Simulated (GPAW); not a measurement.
# WSe2 in GPAW: band structure with LDA

Aim: the band structure of WSe2 with LDA.

Program: GPAW 26.7.0. These are calculated values, not measurements. Logs are shortened: lines on timing, memory, paths and dates and some standing lists are left out, and cuts for length are marked. The log counts tension as positive stress, the text compression.

### 1 The structure

The cell holds a slab with vacuum, 3 atoms: a = 3.290 Å, b = 3.290 Å, c = 16.200 Å, α = 90.00°, β = 90.00°, γ = 120.00°.

### 2 Band structure, LDA, spin-orbit coupling, no magnetisation

Contents of run.py:

```python
import numpy as np
from ase import Atoms
from ase.dft.bandgap import bandgap
from ase.io import write
from ase.units import GPa
from ase.parallel import parprint
from gpaw import GPAW, PW
from gpaw.spinorbit import soc_eigenstates

atoms = Atoms(['Se', 'Se', 'W'],
              cell=[[3.2899984529, 0.0, 0.0],
                    [-1.6449992265, 2.8492222387, 0.0],
                    [0.0, 0.0, 16.2]],
              scaled_positions=[[0.66666667, 0.33333333, 0.39672037],
                                [0.66666667, 0.33333333, 0.60327963],
                                [0.3333333367, 0.6666666633, 0.5]],
              pbc=True)

calc = GPAW(mode=PW(600),
            xc='LDA',
            kpts={'size': (9, 9, 1), 'gamma': True},
            occupations={'name': 'fermi-dirac', 'width': 0.05},
            nbands=25,
            convergence={'density': 1e-05, 'energy': 1e-05},
            maxiter=150,
            txt='gpaw.txt')
atoms.calc = calc
energy = atoms.get_potential_energy()
forces = atoms.get_forces()
stress = atoms.get_stress()
calc.write('gs.gpw')
write('result.traj', atoms)
parprint(f'Energy: {energy:.6f} eV')
parprint('Forces (eV/A):')
parprint(forces.round(4))
parprint('Stress (GPa):', (stress / GPa).round(3))
parprint('Fermi level:', round(calc.get_fermi_level(), 4), 'eV')
parprint(f'Gap: {bandgap(calc)[0]:.4f} eV, direct: {bandgap(calc, direct=True)[0]:.4f} eV')

path = atoms.cell.bandpath('GMKGALHA,LM,KH', npoints=80, eps=1e-4)
bs_calc = calc.fixed_density(kpts=path, symmetry='off', nbands=49,
                             convergence={'bands': 'CBM+6.0', 'eigenstates': 1e-6}, txt='bands.txt')
bs = bs_calc.band_structure()
bs.write('bs.json')
parprint(f'Gap on the path: {bandgap(bs_calc)[0]:.4f} eV')

soc = soc_eigenstates(bs_calc, theta=54.7, phi=45)
np.savetxt('soc_bands.dat', soc.eigenvalues(), fmt='%.4f')
mesh = soc_eigenstates('gs.gpw', theta=54.7, phi=45)
np.savetxt('soc_mesh.dat', mesh.eigenvalues(), fmt='%.4f')
parprint('Fermi level with spin-orbit coupling:', round(mesh.fermi_level, 4), 'eV')
```

Potentials or basis: the program's PAW data sets (release 1.2.1) made for this functional, pw.

Run with:

```bash
> OMP_NUM_THREADS=1 mpirun -n 4 gpaw python run.py
```

gpaw.txt:

```text
__  _  _
 | _ |_)|_||  |
 |__||  | ||/\| - 26.7.0

Input parameters:
  mode=PW(ecut=600.0),
  convergence={'density': 1e-05, 'energy': 1e-05},
  kpts=MonkhorstPack(size=(9, 9, 1), gamma=True),
  maxiter=150,
  nbands=25,
  occupations=Occupations(name='fermi-dirac', width=0.05),
  xc=XC(name='LDA')

Diagonalizing LCAO Hamiltonian
Converting LCAO to pw mode

           Se

        W

           Se

Atoms  # Å, Bohr magnetons
|   | symbol |        x |        y |        z |    initial magnetic moments |
|---|--------|----------|----------|----------|-----------------------------|
| 0 |     Se | 1.644999 | 0.949741 | 6.426870 | ( 0.0000,  0.0000,  0.0000) |
| 1 |     Se | 1.644999 | 0.949741 | 9.773130 | ( 0.0000,  0.0000,  0.0000) |
| 2 |      W | 0.000000 | 1.899481 | 8.100000 | ( 0.0000,  0.0000,  0.0000) |

Unit cell  # Å
| periodic |         x |        y |         z |   lengths |     angles |
|----------|-----------|----------|-----------|-----------|------------|
|      yes |  3.289998 | 0.000000 |  0.000000 |  3.289998 |  90.000000 |
|      yes | -1.644999 | 2.849222 |  0.000000 |  3.289998 |  90.000000 |
|      yes |  0.000000 | 0.000000 | 16.200000 | 16.200000 | 120.000000 |

Number of symmetries: 12
Symmetry operations  # r_c * U_cc + t_c -> r_c
|    | kind |            matrix            |
|----|------|------------------------------|
|  0 |  σ   |  1, 1, 0,  0,-1, 0,  0, 0, 1 |
|  1 |  C2  |  1, 1, 0,  0,-1, 0,  0, 0,-1 |
|  2 |  E   |  1, 0, 0,  0, 1, 0,  0, 0, 1 |
|  3 |  σ   |  1, 0, 0,  0, 1, 0,  0, 0,-1 |
|  4 |  C3  |  0, 1, 0, -1,-1, 0,  0, 0, 1 |
|  5 |  S3  |  0, 1, 0, -1,-1, 0,  0, 0,-1 |
|  6 |  σ   |  0,-1, 0, -1, 0, 0,  0, 0, 1 |
|  7 |  C2  |  0,-1, 0, -1, 0, 0,  0, 0,-1 |
|  8 |  σ   | -1, 0, 0,  1, 1, 0,  0, 0, 1 |
|  9 |  C2  | -1, 0, 0,  1, 1, 0,  0, 0,-1 |
| 10 |  C3  | -1,-1, 0,  1, 0, 0,  0, 0, 1 |
| 11 |  S3  | -1,-1, 0,  1, 0, 0,  0, 0,-1 |

BZ-sampling:
  Number of BZ points: 81
  Number of IBZ points: 12

  Monkhorst-Pack size: [9, 9, 1]
  Monkhorst-Pack shift: [0, 0, 0]

K-points  # in reciprocal-cell coordinates
|     |                                coordinates |     weight |
|-----|--------------------------------------------|------------|
|   0 | (  0.00000000,   0.00000000,   0.00000000) | 0.01234568 |
|   1 | (  0.11111111,   0.00000000,   0.00000000) | 0.07407407 |
|   2 | (  0.22222222,  -0.11111111,   0.00000000) | 0.07407407 |
|   3 | (  0.22222222,   0.00000000,   0.00000000) | 0.07407407 |
|   4 | (  0.33333333,  -0.11111111,   0.00000000) | 0.14814815 |
|   5 | (  0.33333333,   0.00000000,   0.00000000) | 0.07407407 |
|   6 | (  0.33333333,   0.33333333,   0.00000000) | 0.02469136 |
|   7 | (  0.44444444,  -0.22222222,   0.00000000) | 0.07407407 |
|   8 | (  0.44444444,  -0.11111111,   0.00000000) | 0.14814815 |
|   9 | (  0.44444444,   0.00000000,   0.00000000) | 0.07407407 |
| ... |                                            |            |
|  11 | (  0.44444444,   0.44444444,   0.00000000) | 0.07407407 |

Plane wave coefficients: 5129
Cutoff: 600.0 eV

Spin-components: 1 (collinear spins)
Bands:           25
Projectors:      16
Spin-degeneracy: 2
Datatype:        complex128

Parallelization:
  kpt:    4
  domain: 1
  band:   1

Density:
  Valence electrons: 26.0
  Components: 1
  Grid points: [20 20 96]
  Charge: 0.0  # |e|

Potential:
  Grid points: [20 20 96]

species:
  Se:
    name:    Selenium
    Z:       34.0
    valence: 6
    core:    28
    charge:  0.0  # [|e|]
    compensation charges:
      type: gauss
      rc: 0.27  # [Å]
      lmax: 2
    cutoffs:
      filter: 1.77  # [Å]
      core: 2.67  # [Å]
    projectors
    | kind |    occ | energy [eV] | rcut [Å] |
    |------|--------|-------------|----------|
    |   4s |  2.000 |     -17.472 |    0.847 |
    |   4p |  4.000 |      -6.656 |    1.005 |
    |    s |        |       9.739 |    0.847 |
    |    p |        |      20.555 |    1.005 |
    |    d |        |       0.000 |    0.847 |

    Using partial waves for Se as LCAO basis

  W:
    name:    Tungsten
    Z:       74.0
    valence: 14
    core:    60
    charge:  0.0  # [|e|]
    compensation charges:
      type: gauss
      rc: 0.40  # [Å]
      lmax: 2
    cutoffs:
      filter: 2.36  # [Å]
      core: 3.02  # [Å]
    projectors
    | kind |    occ | energy [eV] | rcut [Å] |
    |------|--------|-------------|----------|
    |   5s |  2.000 |     -79.053 |    1.344 |
    |   6s |  2.000 |      -5.886 |    1.344 |
    |   5p |  6.000 |     -43.417 |    1.355 |
    |   6p |  0.000 |      -1.469 |    1.355 |
    |   5d |  4.000 |      -4.693 |    1.228 |
    |    d |        |      22.518 |    1.228 |

    Using partial waves for W as LCAO basis

Reference energy: -570550.453495  # eV

eigensolver:
  PPCG
  Converge bands: occupied
  niter=2

density mixing:
  MSR1-Mixer
  Pratt-step length: 0.05
  Maximum mixing coefficient: 0.75
  Old densities: 10
  SVD Regularization: 0.005
  Good broyden scale: 1.0
  Trust region scale: 1.0
  Backstep threshold: 4.0
  History deletion threshold: 6.0
  Fourier metric: weight=20.0, sigma=0.015

occupation numbers:
  Fermi-Dirac:
    width: 0.0500  # eV

poisson solver:
  ecut: 4800.0  # eV

xc functional:
  name: None

convergence criteria:
- Maximum integral of absolute [dens]ity change: 1e-05 electrons / valence electron
- Maximum [total energy] change in last 3 cyles: 1e-05 eV / valence electron
- Maximum integral of absolute [eigenst]ate change: 4e-08 eV^2 / valence electron
maximum number of iterations: 150

SCF iterations
|iter     | |      energy | eigst |  dens |
|---------|-|-------------|-------|-------|
|iter:   1| |  -23.090642 | -0.04 |       |
|iter:   2| |  -23.045343 | -1.84 | -1.23 |
|iter:   3| |  -22.893965 | -1.69 | -1.26 |
|iter:   4| |  -22.963239 | -1.96 | -1.57 |
|iter:   5| |  -22.808920 | -2.28 | -1.50 |
|iter:   6| |  -22.809324 | -3.83 | -2.29 |
|iter:   7| |  -22.809305 | -4.71 | -2.98 |
|iter:   8| |  -22.809309c| -5.42 | -3.57 |
|iter:   9| |  -22.809309c| -6.18 | -4.39 |
|iter:  10| |  -22.809309c| -6.78 | -4.91 |
|iter:  11| |  -22.809309c| -7.35 | -5.45c|
|iter:  12| |  -22.809309c| -7.72c| -6.03c|

Converged in 12 steps
Energy contributions relative to reference atoms: (reference = -570550.453495)

Energy contributions:
  Kinetic:          18.572950
  Coulomb:         -19.656443
  Zero:             -0.059109
  External:          0.000000
  Xc:              -21.666708
  Entropy:          -0.000000
  Spinorbit:         0.000000
  ----------------------------
  Free energy:     -22.809309
  Extrapolated:    -22.809309

dipole moment: (1.156803, -0.667848, 0.000138)  # |e|*Ang

Fermi level: 0.812
Eigenvalues  # (at kpt = [0.000, 0.000, 0.000])
| band index |      eig [eV] | occ [0-2] |
|------------|---------------|-----------|
|          0 |       -73.763 |     2.000 |
|        ... |               |           |
|          5 |       -13.538 |     2.000 |
|          6 |        -6.175 |     2.000 |
|          7 |        -2.325 |     2.000 |
|          8 |        -2.325 |     2.000 |
|          9 |        -2.176 |     2.000 |
|         10 |        -1.187 |     2.000 |
[... 8 lines left out ...]
|         19 |         5.372 |     0.000 |
|         20 |         6.634 |     0.000 |
|        ... |               |           |
|         24 |        10.777 |     0.000 |

Gap: 1.620 eV
Transition (v -> c):
  (s=0, k=6, n=12, [0.33, 0.33, 0.00]) -> (s=0, k=6, n=13, [0.33, 0.33, 0.00])
No difference between direct/indirect transitions

Forces  # eV/Ang
|        x |        y |        z |
|----------|----------|----------|
|  0.00000 |  0.00000 |  0.46341 |  # Se   0
|  0.00000 | -0.00000 | -0.46341 |  # Se   1
| -0.00000 |  0.00000 |  0.00000 |  # W    2

Stress tensor  # eV/Ang^3
|        x |        y |        z |
|----------|----------|----------|
| 0.011683 | 0.000000 | 0.000000 |
| 0.000000 | 0.011683 | 0.000000 |
| 0.000000 | 0.000000 | 0.010281 |

# Writing to gs.gpw (mode='')
```

Run time: 72 s. Hardware: 4 MPI ranks of Intel Xeon Platinum 8375C at 2.90GHz (Ice Lake), shared host; peak memory 0.36 GiB.

Results:

```yaml
Free_energy: -22.8093 eV
Largest_force: 0.463 eV/Å
Band_gap_on_the_k_mesh: 1.30 eV, direct
Band_gap_along_the_path: 1.29 eV, indirect (least direct gap 1.30 eV)
```

Forces in eV/Å, atoms in the order of the input:
```
Se   0.000  0.000  0.463
Se   0.000  0.000 -0.463
W    0.000  0.000  0.000
```

Stress tensor (GPa, compression positive):
```
-1.87  0.00  0.00
 0.00 -1.87  0.00
 0.00  0.00 -1.65
```

Levels at the corners of the path, in eV from the valence-band top:
| point | band 22 | band 23 | band 24 | band 25 | band 26 | band 27 | band 28 | band 29 | band 30 | band 31 |
| --- | --- | --- | --- | --- | --- | --- | --- | --- | --- | --- |
| Γ | -1.70 | -1.26 | -1.26 | -0.53 | -0.53 | 2.55 | 2.55 | 2.84 | 2.84 | 2.90 |
| M | -2.40 | -1.30 | -1.30 | -0.94 | -0.94 | 2.05 | 2.05 | 2.58 | 2.58 | 3.50 |
| K | -3.34 | -2.62 | -2.54 | -0.49 | 0.00 | 1.30 | 1.34 | 2.55 | 2.56 | 3.12 |
| Γ | -1.70 | -1.26 | -1.26 | -0.53 | -0.53 | 2.55 | 2.55 | 2.84 | 2.84 | 2.90 |
| A | -1.70 | -1.26 | -1.26 | -0.53 | -0.53 | 2.55 | 2.55 | 2.84 | 2.84 | 2.90 |
| L | -2.40 | -1.30 | -1.30 | -0.94 | -0.94 | 2.05 | 2.05 | 2.58 | 2.58 | 3.50 |
| H | -3.34 | -2.62 | -2.54 | -0.49 | 0.00 | 1.30 | 1.34 | 2.55 | 2.56 | 3.12 |
| A | -1.70 | -1.26 | -1.26 | -0.53 | -0.53 | 2.55 | 2.55 | 2.84 | 2.84 | 2.90 |
| L | -2.40 | -1.30 | -1.30 | -0.94 | -0.94 | 2.05 | 2.05 | 2.58 | 2.58 | 3.50 |
| M | -2.40 | -1.30 | -1.30 | -0.94 | -0.94 | 2.05 | 2.05 | 2.58 | 2.58 | 3.50 |
| K | -3.34 | -2.62 | -2.54 | -0.49 | 0.00 | 1.30 | 1.34 | 2.55 | 2.56 | 3.12 |
| H | -3.34 | -2.62 | -2.54 | -0.49 | 0.00 | 1.30 | 1.35 | 2.55 | 2.56 | 3.12 |

Caveat: spin-orbit coupling was added after a scalar SCF, so levels and gaps hold it while energy, forces, pressure and moments don't; this program's spin-orbit splittings come out too wide for heavy elements. LDA gaps usually lie below the measured ones, often by a third to a half.
